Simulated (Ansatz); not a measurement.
# C2H4BBr: the cost of one run

Computed with Ansatz 0.2.0, Gaussian basis. Level: the settings change from run to run.

### 1 The geometry

The structure was relaxed beforehand with PBE0-D4 in a triple-zeta def2 set.

SMILES `BC(=C)Br`, 8 atoms, charge 0, spin multiplicity 1.

Atoms are counted from 1 here; the program's logs count them from 0.

Bond lengths: B1–C2 1.536 Å, B1–H5 1.191 Å, B1–H6 1.196 Å, C2–C3 1.336 Å, C2–Br4 1.905 Å, C3–H7 1.085 Å, C3–H8 1.085 Å. Angles: C2–B1–H5 122.2°, C2–B1–H6 117.0°, H5–B1–H6 120.9°, B1–C2–C3 122.1°, B1–C2–Br4 119.1°, C3–C2–Br4 118.7°, C2–C3–H7 118.6°, C2–C3–H8 123.6°, H7–C3–H8 117.9°.

### 2 wB97M-V/def2-SVPD

Options: high accuracy.

in.yaml reads:

```yaml
crystal:
  periodic: [false, false, false]
  atoms:
    - {symbol: B, position_ang: [0.046434, 1.273722, 0.268742]}
    - {symbol: C, position_ang: [0.223440, -0.108171, -0.377824]}
    - {symbol: C, position_ang: [-0.286263, -1.217271, 0.164637]}
    - {symbol: Br, position_ang: [1.199691, -0.250577, -2.007435]}
    - {symbol: H, position_ang: [0.497839, 2.263698, -0.216356]}
    - {symbol: H, position_ang: [-0.570983, 1.318594, 1.292145]}
    - {symbol: H, position_ang: [-0.841651, -1.133316, 1.093022]}
    - {symbol: H, position_ang: [-0.176305, -2.203778, -0.272630]}
basis:
  gaussian: {orbitals: def2-SVPD}
hamiltonian: {xc: {name: wB97M-V}}
accuracy: high
output: {forces: true}
```

Command:

```bash
> ansatz run in.yaml --threads 2 --pin off --events-out ev --progress --plain --max-ram 4352MiB
```

What time and memory should one allow on 2 threads of Arm Neoverse V1, shared host?

About 67 s, with a peak of 0.96 GiB.
